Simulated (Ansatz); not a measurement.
**ZnCdH4: a trial structure relaxed**

Where does this trial cell of ZnCdH4 go when cell and atoms are let free?

Program: Ansatz 0.2.0. Level of theory: DFT PBE, scalar-relativistic, plane waves, PAW. These are calculated values, not measurements.

### Step 1. The system as given

The structure is cubic, space group F-43m (No. 216). The conventional cell has a = 6.329 Å, b = 6.329 Å, c = 6.329 Å, α = 90.00°, β = 90.00°, γ = 90.00°. Zn (site symmetry -43m) is surrounded by 12 H at 2.62 Å and 4 Cd at 2.74 Å. Cd (site symmetry -43m) has 12 H at 2.62 Å and 4 Zn at 2.74 Å as nearest neighbours. H (site symmetry 3m) is surrounded by 6 H at 2.23 to 2.25 Å and 3 Zn at 2.62 Å and 3 Cd at 2.62 Å.

As a file:

```cif
data_structure
_symmetry_space_group_name_H-M 'P 1'
_symmetry_Int_Tables_number 1
_cell_length_a 4.4750
_cell_length_b 4.4750
_cell_length_c 4.4750
_cell_angle_alpha 60.000
_cell_angle_beta 60.000
_cell_angle_gamma 60.000
_cell_volume 63.37
loop_
_atom_site_label
_atom_site_type_symbol
_atom_site_fract_x
_atom_site_fract_y
_atom_site_fract_z
_atom_site_occupancy
Zn1 Zn 0.00000 0.00000 0.00000 1
Cd1 Cd 0.75000 0.75000 0.75000 1
H1 H 0.87694 0.37435 0.37435 1
H2 H 0.37435 0.37435 0.37435 1
H3 H 0.37435 0.37435 0.87694 1
H4 H 0.37435 0.87694 0.37435 1
```

A structure generator made this guess: species swapped into a database cell of TmCu4Ag (F-43m, No. 216), with Cd on the Tm sites, H on the Cu sites and Zn on the Ag sites. Lengths come from tabulated atomic sizes and are only a guess.

### Step 2. The guess as it stands, on a coarse mesh

The input, input.yaml:

```yaml
crystal:
  lattice:
    - [0.0, 3.16429062, 3.16429062]
    - [3.16429062, 0.0, 3.16429062]
    - [3.16429062, 3.16429062, 0.0]
  atoms:
    - { symbol: Zn, position: [0.0, 0.0, 0.0] }
    - { symbol: Cd, position: [0.75, 0.75, 0.75] }
    - { symbol: H, position: [0.87694487, 0.37435171, 0.37435171] }
    - { symbol: H, position: [0.37435171, 0.37435171, 0.37435171] }
    - { symbol: H, position: [0.37435171, 0.37435171, 0.87694487] }
    - { symbol: H, position: [0.37435171, 0.87694487, 0.37435171] }
basis:
  ecutwfc: 420
kpoints:
  mp_grid: { grid: [6, 6, 6] }
hamiltonian:
  xc: pbe
scf:
  occupations: { method: gaussian, width: 0.1 }
  lower_state_search: "off"
output:
  forces: true
  stress: true
  eigenvalues: true
```

The run is started by

```console
$ ansatz run input.yaml --threads 1 --pin off --max-ram 2048MiB --backend cpu --events-out ev --progress --plain --runs-dir out
```

The log of the run (excerpt; [...] marks lines left out):

```text
[...]
SCF converged after 6 iterations
Free energy (F): -11630.687130 eV
[...]
E sigma→0 (E₀):  -11630.682854 eV
Entropy (-TS):   -0.008552 eV (-1.425 meV/atom)
Fermi energy:    6.861094 eV
[...]
--- Forces (eV/Å), atoms counted from 1 ---
  atom   1  Zn     0.00000000    -0.00000000     0.00000000
  atom   2  Cd    -0.00000000     0.00000000     0.00000000
  atom   3  H     -0.02597194     0.02597194     0.02597194
  atom   4  H     -0.02597194    -0.02597194    -0.02597194
  atom   5  H      0.02597194     0.02597194    -0.02597194
  atom   6  H      0.02597194    -0.02597194     0.02597194
[...]
--- Stress (GPa, compression-positive) ---
       -8.241017       0.000000       0.000000
        0.000000      -8.241017       0.000000
        0.000000       0.000000      -8.241017
  P = ⅓ Tr σ = -8.2410 GPa (-82.410 kbar)
--- Band table (eV; the first three rows and the last of 16) ---
  k-point 0: bands = ["-95.7684", "-56.8272", "-56.8272", "-56.8272", "-2.1668", "-1.8534", "-1.8534", "-1.8534", "-1.7210", "-1.7210", "-0.2669", "-0.2669", "-0.2669", "-0.1471", "-0.1471", "7.0514", "7.0514", "7.0514", "7.7624", "11.4907", "11.4907", "11.4907", "11.7802", "12.1331"]
[...]
```

Wall time 1.2 s (1 thread of Intel Xeon 6975P-C (Granite Rapids), shared host); peak memory 0.39 GiB.

Read-out: pressure -8.2 GPa, largest force 0.04 eV/Å, gap on this mesh none (metal). A guess like this is first relaxed loosely on the coarse mesh.

### Step 3. Rough relaxation on the coarse mesh

Edit input.yaml of step 2 so:

```diff
@@ -25 +25,6 @@
   eigenvalues: true
+relax:
+  adjacent_minimum: "off"
+  f_tol: 0.04
+  max_steps: 70
+  cell: { stress_tol: 0.4 }
```

The run is started by

```console
$ ansatz run input.yaml --threads 1 --pin off --max-ram 2048MiB --backend cpu --events-out ev --progress --plain --runs-dir out
```

The log of the run:

```text
Warning: RAYON_NUM_THREADS=1 ignored (pool sized by the plan → 1); use --threads N
Engine: ansatz 0.2.0, x86_64-unknown-linux-gnu
Pseudopotentials: kind: paw
Pseudopotential: Zn, paw, valence charge 12, recommended cutoff 420 eV (normal), Zn.paw.azcp
Pseudopotential: Cd, paw, valence charge 20, recommended cutoff 420 eV (normal), Cd.paw.azcp
Pseudopotential: H, paw, valence charge 1, recommended cutoff 420 eV (normal), H.paw.azcp
Functional definition: PBE
  parameter kappa = 0.804
  parameter beta = 0.06672455060314922
  exchange = pbe_x(kappa = kappa, mu = beta*pi^2/3)
  correlation = pbe_c(beta = beta)
Crystal: 6 atoms, lattice volume = 63.366 Å³
Basis set: ecut = 420 eV, 1243 PW (Γ), exchange–correlation on 60×60×60 points (8 copies of the dense FFT grid, shifted against one another)
Bands: 24, of which v1, the nominal top of the filled ones, is band 18 counted from 1 (17 counted from 0)
Symmetry: 24 space group operations
Space group: F-43m (ITA 216), of the structure as read, at distance tolerance 4.0e-5 Å
k-points: 16 of 216 (time reversal used)
Non-local potential: Zn, projectors of the file, l = 0: 2, l = 1: 2, l = 2: 3, l = 3: 1
Non-local potential: Cd, projectors of the file, l = 0: 3, l = 1: 2, l = 2: 2, l = 3: 1
Non-local potential: H, projectors of the file, l = 0: 2, l = 1: 1
PAW form: soft (Blöchl's): semilocal exchange-correlation on the pseudo side does not see the compensation charge
PAW one-centre angular grid: Zn, 590 points (default); XC on 64 Gauss nodes
PAW one-centre angular grid: Cd, 590 points (default); XC on 64 Gauss nodes
PAW one-centre angular grid: H, 110 points (default); XC on 64 Gauss nodes
Initial density: superposition of atomic densities (neutral atoms: chi_scale 0, normalization atom), corrected by the library's trained network
Initial wavefunctions: pseudopotential atomic-orbital guess
Functional: x = pbe(κ = 0.804, μ = 0.2195149727645171), c = pbe(β = 0.06672455060314922)
SCF iter   1: F=—  HF=-11630.687771 eV  |F-HF|=—  |Δ(HF+E_count)|=         —  Δρ=3.38e-3  dr2=1.25e-2  ethr=1.77e-3  ⟨swp⟩=5.8  Hψ=1648  notcnv=0  defer=1
preconditioner: auto → none  [insulator: Δε(μ)=0.101 eV  Ē_g=11.035 eV  σ=0.100 eV  W_gap=0.52  n_scr=14 (ndim 8)  ℏωp=24.7 eV  f_vac=0.000  D(μ)=2.00/eV (n_scr^D=14)  ε∞_Penn≈6.0]
SCF iter   2: F=—  HF=-11630.687048 eV  |F-HF|=—  |Δ(HF+E_count)|=   7.23e-4  Δρ=2.17e-3  dr2=1.52e-3  ethr=3.48e-5  ⟨swp⟩=2.6  Hψ=712  notcnv=0  defer=1
SCF iter   3: F=—  HF=-11630.687157 eV  |F-HF|=—  |Δ(HF+E_count)|=   1.09e-4  Δρ=6.94e-4  dr2=3.94e-4  ethr=4.22e-6  ⟨swp⟩=2.0  Hψ=450  notcnv=0  defer=1
SCF iter   4: F=—  HF=-11630.687122 eV  |F-HF|=—  |Δ(HF+E_count)|=   3.48e-5  Δρ=3.06e-4  dr2=2.56e-5  ethr=1.10e-6  ⟨swp⟩=2.0  Hψ=499  notcnv=0  defer=1
SCF iter   5: F=—  HF=-11630.687130 eV  |F-HF|=—  |Δ(HF+E_count)|=   8.13e-6  Δρ=7.55e-5  dr2=2.85e-6  ethr=7.10e-8  ⟨swp⟩=2.1  Hψ=545  notcnv=0  defer=1
SCF iter   6: F=-11630.687130 eV  HF=-11630.687130 eV  |F-HF|=6.10e-8  |Δ(HF+E_count)|=   3.27e-7  Δρ=1.31e-5  dr2=6.37e-8  ethr=2.78e-10  ⟨swp⟩=6.6  Hψ=2083  notcnv=0
SCF 1 converged in 6 iterations: F = -11630.687130 eV  dr2 = 6.37e-8
relax step   1: F+E_penalty+E_count = -11630.68712982 eV  Δ(F+E_penalty+E_count) = +0.000e0 eV  max|allowed force component| = 2.597e-2 eV/Å  Δτ_max = 0.0000 Å  P = -8.241 GPa  Ω = 63.366 Å³  (6 SCF iters, dr2 threshold 1.00e-7 eV, accepted)
Crystal: 6 atoms, lattice volume = 54.544 Å³
Basis set: ecut = 420 eV, 1067 PW (Γ), exchange–correlation on 60×60×60 points (8 copies of the dense FFT grid, shifted against one another)
Initial density: handed on by an earlier stage of this run
Initial wavefunctions: those handed on with the density
iter 1 solved again at ethr=2.43e-4 eV; its pass at ethr=3.10e-3 eV (dr2=8.74e-2 eV) is discarded
SCF iter   1: F=—  HF=-11631.004707 eV  |F-HF|=—  |Δ(HF+E_count)|=         —  Δρ=1.13e-2  dr2=8.81e-2  ethr=2.43e-4  ⟨swp⟩=1.0  Hψ=2180  notcnv=0
preconditioner: auto → Kerker (q_TF=auto, 2.546 Å⁻¹)  [metal: Δε(μ)=0.041 eV  Ē_g=11.720 eV  σ=0.100 eV  W_gap=0.23  n_scr=14 (ndim 8)  ℏωp=26.6 eV  f_vac=0.000  D(μ)=2.56/eV (n_scr^D=14)]
SCF iter   2: F=—  HF=-11630.988235 eV  |F-HF|=—  |Δ(HF+E_count)|=   1.65e-2  Δρ=5.29e-3  dr2=2.38e-2  ethr=2.43e-4  ⟨swp⟩=2.8  Hψ=605  notcnv=0
preconditioner: auto → none  [insulator: Δε(μ)=0.251 eV  Ē_g=11.796 eV  σ=0.100 eV  W_gap=0.53  n_scr=14 (ndim 8)  ℏωp=26.6 eV  f_vac=0.000  D(μ)=2.67/eV (n_scr^D=26)  ε∞_Penn≈6.1]
SCF iter   3: F=—  HF=-11630.982758 eV  |F-HF|=—  |Δ(HF+E_count)|=   5.48e-3  Δρ=3.16e-3  dr2=4.00e-3  ethr=6.62e-5  ⟨swp⟩=2.0  Hψ=561  notcnv=0
SCF iter   4: F=—  HF=-11630.981149 eV  |F-HF|=—  |Δ(HF+E_count)|=   1.61e-3  Δρ=9.35e-4  dr2=2.80e-4  ethr=1.11e-5  ⟨swp⟩=2.2  Hψ=607  notcnv=0
SCF iter   5: F=—  HF=-11630.981138 eV  |F-HF|=—  |Δ(HF+E_count)|=   1.12e-5  Δρ=3.28e-4  dr2=2.00e-5  ethr=7.78e-7  ⟨swp⟩=2.0  Hψ=575  notcnv=0
SCF iter   6: F=—  HF=-11630.981181 eV  |F-HF|=—  |Δ(HF+E_count)|=   4.35e-5  Δρ=7.25e-5  dr2=2.70e-6  ethr=5.57e-8  ⟨swp⟩=2.0  Hψ=633  notcnv=0
SCF iter   7: F=-11630.981180 eV  HF=-11630.981180 eV  |F-HF|=1.25e-8  |Δ(HF+E_count)|=   6.92e-7  Δρ=6.34e-6  dr2=1.89e-8  ethr=1.67e-9  ⟨swp⟩=7.1  Hψ=1830  notcnv=0
SCF 2 converged in 7 iterations: F = -11630.981180 eV  dr2 = 1.89e-8
relax step   2: F+E_penalty+E_count = -11630.98118035 eV  Δ(F+E_penalty+E_count) = -2.941e-1 eV  max|allowed force component| = 3.818e-2 eV/Å  Δτ_max = 0.0117 Å  P = -0.955 GPa  Ω = 54.544 Å³  energy of the carried Pulay correction = +8.100e-3 eV  (7 SCF iters, dr2 threshold 6.00e-7 eV, accepted)
Crystal: 6 atoms, lattice volume = 53.457 Å³
Basis set: ecut = 420 eV, 1037 PW (Γ), exchange–correlation on 60×60×60 points (8 copies of the dense FFT grid, shifted against one another)
iter 1 solved again at ethr=6.48e-6 eV; its pass at ethr=3.10e-3 eV (dr2=2.33e-3 eV) is discarded
SCF iter   1: F=—  HF=-11630.996008 eV  |F-HF|=—  |Δ(HF+E_count)|=         —  Δρ=1.76e-3  dr2=2.35e-3  ethr=6.48e-6  ⟨swp⟩=1.7  Hψ=1988  notcnv=0
preconditioner: auto → Kerker (q_TF=auto, 2.554 Å⁻¹)  [metal: Δε(μ)=0.062 eV  Ē_g=11.964 eV  σ=0.100 eV  W_gap=0.34  n_scr=14 (ndim 8)  ℏωp=26.9 eV  f_vac=0.000  D(μ)=2.50/eV (n_scr^D=14)]
SCF iter   2: F=—  HF=-11630.995546 eV  |F-HF|=—  |Δ(HF+E_count)|=   4.62e-4  Δρ=8.75e-4  dr2=7.93e-4  ethr=6.48e-6  ⟨swp⟩=1.8  Hψ=532  notcnv=0
SCF iter   3: F=—  HF=-11630.995356 eV  |F-HF|=—  |Δ(HF+E_count)|=   1.90e-4  Δρ=6.05e-4  dr2=2.29e-4  ethr=2.20e-6  ⟨swp⟩=2.0  Hψ=507  notcnv=0
SCF iter   4: F=—  HF=-11630.995255 eV  |F-HF|=—  |Δ(HF+E_count)|=   1.01e-4  Δρ=2.72e-4  dr2=4.89e-5  ethr=6.36e-7  ⟨swp⟩=2.1  Hψ=550  notcnv=0
SCF iter   5: F=—  HF=-11630.995242 eV  |F-HF|=—  |Δ(HF+E_count)|=   1.35e-5  Δρ=8.47e-5  dr2=4.80e-6  ethr=1.36e-7  ⟨swp⟩=2.0  Hψ=514  notcnv=0
SCF iter   6: F=-11630.995241 eV  HF=-11630.995241 eV  |F-HF|=1.20e-7  |Δ(HF+E_count)|=   5.79e-7  Δρ=2.13e-5  dr2=1.75e-7  ethr=1.67e-9  ⟨swp⟩=2.9  Hψ=1426  notcnv=0
SCF 3 converged in 6 iterations: F = -11630.995241 eV  dr2 = 1.75e-7
relax step   3: F+E_penalty+E_count = -11630.99524108 eV  Δ(F+E_penalty+E_count) = -1.406e-2 eV  max|allowed force component| = 5.114e-2 eV/Å  Δτ_max = 0.0380 Å  P = +0.477 GPa  Ω = 53.457 Å³  energy of the carried Pulay correction = +9.182e-3 eV  (6 SCF iters, dr2 threshold 6.00e-7 eV, accepted)
[... 12 lines left out ...]
relax step   4: F+E_penalty+E_count = -11631.07915542 eV  Δ(F+E_penalty+E_count) = -8.391e-2 eV  max|allowed force component| = 9.208e-2 eV/Å  Δτ_max = 0.1983 Å  P = +3.097 GPa  Ω = 52.002 Å³  energy of the carried Pulay correction = +1.066e-2 eV  (7 SCF iters, dr2 threshold 5.69e-7 eV, accepted)
[... 11 lines left out ...]
relax step   5: F+E_penalty+E_count = -11631.19067576 eV  Δ(F+E_penalty+E_count) = -1.115e-1 eV  max|allowed force component| = 1.458e-2 eV/Å  Δτ_max = 0.1952 Å  P = +5.249 GPa  Ω = 52.209 Å³  energy of the carried Pulay correction = +1.045e-2 eV  (7 SCF iters, dr2 threshold 6.00e-7 eV, accepted)
[... 11 lines left out ...]
relax step   6: F+E_penalty+E_count = -11631.12241244 eV  Δ(F+E_penalty+E_count) = +6.826e-2 eV  max|allowed force component| = 2.997e-1 eV/Å  Δτ_max = 0.1311 Å  P = -1.894 GPa  Ω = 60.685 Å³  energy of the carried Pulay correction = +2.339e-3 eV  (7 SCF iters, dr2 threshold 6.00e-7 eV, rejected (line search))
[... 12 lines left out ...]
relax step   7: F+E_penalty+E_count = -11631.23772369 eV  Δ(F+E_penalty+E_count) = -4.705e-2 eV  max|allowed force component| = 7.403e-2 eV/Å  Δτ_max = 0.0137 Å  P = -0.568 GPa  Ω = 56.228 Å³  energy of the carried Pulay correction = +6.461e-3 eV  (8 SCF iters, accepted)
[... 10 lines left out ...]
relax step   8: F+E_penalty+E_count = -11631.24766819 eV  Δ(F+E_penalty+E_count) = -9.945e-3 eV  max|allowed force component| = 1.291e-3 eV/Å  Δτ_max = 0.0384 Å  P = -0.046 GPa  Ω = 56.329 Å³  energy of the carried Pulay correction = +6.364e-3 eV  (6 SCF iters, dr2 threshold 6.00e-7 eV, accepted)
Initial wavefunctions: pseudopotential atomic-orbital guess (no wavefunctions were taken with the density)
iter 1 solved again at ethr=6.76e-8 eV; its pass at ethr=3.10e-3 eV (dr2=2.43e-5 eV) is discarded
SCF iter   1: F=—  HF=-11631.241417 eV  |F-HF|=—  |Δ(HF+E_count)|=         —  Δρ=3.44e-4  dr2=1.10e-5  ethr=6.76e-8  ⟨swp⟩=3.0  Hψ=2639  notcnv=0
preconditioner: auto → none  [insulator: Δε(μ)=0.172 eV  Ē_g=11.752 eV  σ=0.100 eV  W_gap=0.77  n_scr=14 (ndim 8)  ℏωp=26.2 eV  f_vac=0.002  D(μ)=0.95/eV (n_scr^D=0)  ε∞_Penn≈6.0]
SCF iter   2: F=—  HF=-11631.241451 eV  |F-HF|=—  |Δ(HF+E_count)|=   3.41e-5  Δρ=2.35e-4  dr2=1.13e-5  ethr=3.05e-8  ⟨swp⟩=2.0  Hψ=652  notcnv=0
SCF iter   3: F=—  HF=-11631.241444 eV  |F-HF|=—  |Δ(HF+E_count)|=   6.75e-6  Δρ=8.48e-5  dr2=2.05e-6  ethr=3.05e-8  ⟨swp⟩=2.1  Hψ=551  notcnv=0
SCF iter   4: F=—  HF=-11631.241446 eV  |F-HF|=—  |Δ(HF+E_count)|=   2.27e-6  Δρ=2.04e-5  dr2=1.28e-7  ethr=5.69e-9  ⟨swp⟩=2.0  Hψ=605  notcnv=0
SCF iter   5: F=—  HF=-11631.241446 eV  |F-HF|=—  |Δ(HF+E_count)|=   6.66e-9  Δρ=6.92e-6  dr2=7.33e-9  ethr=3.56e-10  ⟨swp⟩=2.1  Hψ=585  notcnv=0
SCF iter   6: F=-11631.241446 eV  HF=-11631.241446 eV  |F-HF|=2.15e-9  |Δ(HF+E_count)|=   1.68e-8  Δρ=2.40e-6  dr2=7.82e-10  ethr=1.07e-11  ⟨swp⟩=4.0  Hψ=1238  notcnv=0
SCF 9 converged in 6 iterations: F = -11631.241446 eV  dr2 = 7.82e-10
relax step   9: F+E_penalty+E_count = -11631.24144634 eV  Δ(F+E_penalty+E_count) = +6.222e-3 eV  max|allowed force component| = 1.565e-3 eV/Å  Δτ_max = 0.0000 Å  P = -0.076 GPa  Ω = 56.329 Å³  stress off target by 7.63e-2 GPa  SCF on the basis re-selected at this cell (its energy is not comparable with the rows above)  (6 SCF iters)
basis re-selected at this cell: Δ(F+E_penalty+E_count) = +6.222e-3 eV, ΔP = -0.030 GPa vs the last step (what re-selecting the basis moved, of the pressure what is left beyond the Pulay correction that the steps carried, after the strain that the cell walked since its last selection, with what the two solves' SCF thresholds leave and, on support functions, any second-order correction that the steps lacked; it is no measure of the basis error at this ecutwfc). This SCF's stress stands 7.63e-2 GPa from its target on what of the cell is left free (relax.cell.stress_tol is 4.00e-1 GPa) and its largest allowed force component is 1.57e-3 eV/Å (relax.f_tol is 4.00e-2 eV/Å): within both
SCF converged after 6 iterations
Free energy (F): -11631.241446 eV
Harris-Foulkes:  -11631.241446 eV  (|F-HF|=2.15e-9)
Internal energy: -11631.236694 eV  (E = F + TS)
E sigma→0 (E₀):  -11631.239070 eV
Entropy (-TS):   -0.004752 eV (-0.792 meV/atom)
Fermi energy:    8.676737 eV
--- Per-component energies (eV) ---
  E_band       = -476.367992
  E_kinetic    = 683.075308
  E_local      = -5469.570295  (includes V_loc(G=0)·N_el)
  E_nonlocal   = 648.897975
  E_hartree    = 2456.195219
  E_xc         = -347.635452
  E_vxc        = -317.369811  (∫ρ·V_xc dr)
  E_paw        = -5909.460820  (= ΣΔE_a)
  E_vpaw       = -933.786941  (= ΣTr[D̂ρ^β])
  E_aug_tail   = -0.003749  (compensation charges beyond the density's cutoff)
  E_ewald      = -3692.734880
  E_smearing   = -0.004752  (= −TS)
  E_closure    = -0.000000  (closes the sum)
  Σ components = -11631.241446   (vs F -11631.241446, Δ=0.00e0)
--- Forces (eV/Å), atoms counted from 1 ---
  atom   1  Zn     0.00000000     0.00000000     0.00000000
  atom   2  Cd     0.00000000    -0.00000000    -0.00000000
  atom   3  H     -0.00156513     0.00156513     0.00156513
  atom   4  H     -0.00156513    -0.00156513    -0.00156513
  atom   5  H      0.00156513     0.00156513    -0.00156513
  atom   6  H      0.00156513    -0.00156513     0.00156513
  max |Σ_I F_I| component: 5.75e-17 eV/Å
--- Stress (GPa, compression-positive) ---
       -0.076267       0.000000       0.000000
        0.000000      -0.076267       0.000000
        0.000000       0.000000      -0.076267
  P = ⅓ Tr σ = -0.0763 GPa (-0.763 kbar)
--- Band table (eV; the first three rows and the last of 16) ---
  k-point 0: bands = ["-94.2304", "-55.2830", "-55.2830", "-55.2830", "-2.6129", "-0.3615", "-0.3615", "-0.3615", "-0.2437", "-0.2437", "1.3045", "1.3045", "1.3045", "1.5100", "1.5100", "6.2360", "8.9713", "8.9713", "8.9713", "13.0874", "13.0874", "13.0874", "14.0797", "14.9793"]
  k-point 1: bands = ["-94.2304", "-55.2831", "-55.2830", "-55.2830", "-2.3540", "-0.3663", "-0.3663", "-0.3605", "-0.2308", "-0.2308", "1.2433", "1.3183", "1.3183", "1.5066", "1.5066", "5.4379", "8.7768", "8.8981", "8.8981", "12.2295", "12.7225", "12.7225", "14.3919", "15.0913"]
  k-point 2: bands = ["-94.2304", "-55.2832", "-55.2830", "-55.2830", "-1.7016", "-0.3841", "-0.3606", "-0.3606", "-0.2223", "-0.2223", "1.1791", "1.3488", "1.3488", "1.4988", "1.4988", "3.8717", "8.1226", "8.8569", "8.8569", "11.6756", "11.6756", "12.1758", "15.1712", "16.4587"]
  k-point 15: bands = ["-94.2304", "-55.2833", "-55.2832", "-55.2831", "-1.4823", "-0.4607", "-0.3457", "-0.2611", "-0.1291", "0.7457", "1.2065", "1.2512", "1.3537", "1.5536", "1.6754", "4.0332", "4.9217", "5.5121", "9.3771", "10.7165", "12.8682", "14.4358", "17.7785", "18.7532"]
--- Relaxed structure (8 steps of the walk, 7 accepted, 1 SCFs on fresh bases) ---
  F+E_penalty+E_count = -11631.24144634 eV   max|allowed force component| = 1.565e-3 eV/Å   (the final SCF, on the basis selected at the relaxed cell)
  cell:  # Å, volume = 56.3291 Å³
    - [-2.5519807637359082e-33, 3.0425253426326297, 3.0425253426326297]
    - [3.0425253426326297, 3.744544532751264e-33, 3.0425253426326297]
    - [3.0425253426326297, 3.0425253426326297, 1.41341154215101e-33]
  atoms:
    - { symbol: Zn, position: [-1.2334922071563125e-18, 1.6446562762084187e-18, 4.568489656134494e-19] }
    - { symbol: Cd, position: [0.75, 0.75, 0.75] }
    - { symbol: H, position: [1.005017849108906, 0.3316607169636982, 0.33166071696369814] }
    - { symbol: H, position: [0.3316607169636982, 0.3316607169636982, 0.3316607169636982] }
    - { symbol: H, position: [0.3316607169636982, 0.3316607169636982, 1.005017849108906] }
    - { symbol: H, position: [0.3316607169636982, 1.005017849108906, 0.33166071696369814] }
```

Run time: 12 s. Hardware: 1 thread of Intel Xeon 6975P-C (Granite Rapids), shared host; peak memory 0.42 GiB.

Step by step:

```
step  energy from step 1 (eV/cell)  largest force component (eV/Å)  pressure (GPa)  volume (Å³)
   1                        0.0000                          0.0260           -8.24        63.37
   2                       -0.2941                          0.0382           -0.95        54.54
   3                       -0.3081                          0.0511            0.48        53.46
   4                       -0.3920                          0.0921            3.10        52.00
   5                       -0.5035                          0.0146            5.25        52.21
   6                       -0.4353                          0.2997           -1.89        60.69
   7                       -0.5506                          0.0740           -0.57        56.23
   8                       -0.5605                          0.0013           -0.05        56.33
   9                       -0.5543                          0.0016           -0.08        56.33
```

Step 1 is the start. Step 9 repeats the geometry before it on a plane-wave basis chosen anew for that cell, so its energy need not be comparable with the rows above. Step 6 was tried and not accepted.

Lengths and angles in the start's conventional setting:

|  | before | after | change |
| --- | --- | --- | --- |
| a (Å) | 6.329 | 6.085 | -3.8 % |
| b (Å) | 6.329 | 6.085 | -3.8 % |
| c (Å) | 6.329 | 6.085 | -3.8 % |
| volume (Å³/atom) | 10.56 | 9.39 | -11.1 % |
| shortest distance (Å) | 2.226 | 1.405 | -36.9 % |
| space group (0.01 Å) | F-43m | F-43m | same |

Forces and stress were held to the start's 24 operations: a distortion of lower symmetry was not tested.

[end of part 1 of 2]
